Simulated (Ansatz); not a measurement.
# C2H6B2O2: the cost of one run

Program: Ansatz 0.2.0. Level of theory: RKS B3LYP-D4/STO-3G. These are calculated values, not measurements.

### 1 The starting structure

Bond lengths: B1–B2 1.653 Å, B2–O3 1.503 Å, O3–C4 1.332 Å, C4–C5 1.469 Å, C4–O6 1.334 Å, B1–H7 1.150 Å, B1–H8 1.197 Å, B2–H9 1.217 Å, C5–H10 1.103 Å, C5–H11 1.084 Å, C5–H12 1.130 Å. Angles (14 of 16 angles, heavy atoms first): B1–B2–O3 124.4°, B2–O3–C4 130.8°, O3–C4–C5 125.4°, O3–C4–O6 118.3°, C5–C4–O6 116.2°, B1–B2–H9 115.5°, O3–B2–H9 119.5°, B2–B1–H7 120.8°, B2–B1–H8 118.1°, C4–C5–H10 106.2°, C4–C5–H11 111.5°, C4–C5–H12 107.9°, H7–B1–H8 121.1°, H10–C5–H11 112.4°.

As a file:

```xyz
12

B    -0.8303   -1.6981    1.6360
B     0.4415   -0.6447    1.5685
O     0.7599    0.2292    0.3878
C     0.0019    0.6182   -0.6355
C     0.4863    1.3055   -1.8396
O    -1.3184    0.4566   -0.5407
H    -1.0061   -2.3494    2.5679
H    -1.5778   -1.7401    0.7024
H     1.2305   -0.7158    2.4923
H     1.5440    1.0147   -1.9554
H    -0.1101    1.0516   -2.7083
H     0.4555    2.4173   -1.6412
```

### 2 Relaxing end A

Input file input.yaml:

```yaml
crystal:
  periodic: [false, false, false]
  atoms:
    - { symbol: B, position_ang: [-0.8303, -1.6981, 1.636] }
    - { symbol: B, position_ang: [0.4415, -0.6447, 1.5685] }
    - { symbol: O, position_ang: [0.7599, 0.2292, 0.3878] }
    - { symbol: C, position_ang: [0.0019, 0.6182, -0.6355] }
    - { symbol: C, position_ang: [0.4863, 1.3055, -1.8396] }
    - { symbol: O, position_ang: [-1.3184, 0.4566, -0.5407] }
    - { symbol: H, position_ang: [-1.0061, -2.3494, 2.5679] }
    - { symbol: H, position_ang: [-1.5778, -1.7401, 0.7024] }
    - { symbol: H, position_ang: [1.2305, -0.7158, 2.4923] }
    - { symbol: H, position_ang: [1.544, 1.0147, -1.9554] }
    - { symbol: H, position_ang: [-0.1101, 1.0516, -2.7083] }
    - { symbol: H, position_ang: [0.4555, 2.4173, -1.6412] }
basis:
  gaussian: { orbitals: STO-3G }
hamiltonian:
  xc: b3lyp
  dispersion: d4
relax:
  f_tol: 0.015
  max_steps: 40
```

The run is started by

```bash
ansatz run input.yaml --threads 1 --pin off --max-ram 2048MiB --backend cpu --events-out ev --progress --plain --runs-dir out
```

What time and memory should one allow on 1 thread of Arm Neoverse V1, shared host?

About 75 s, with a peak of 0.12 GiB.
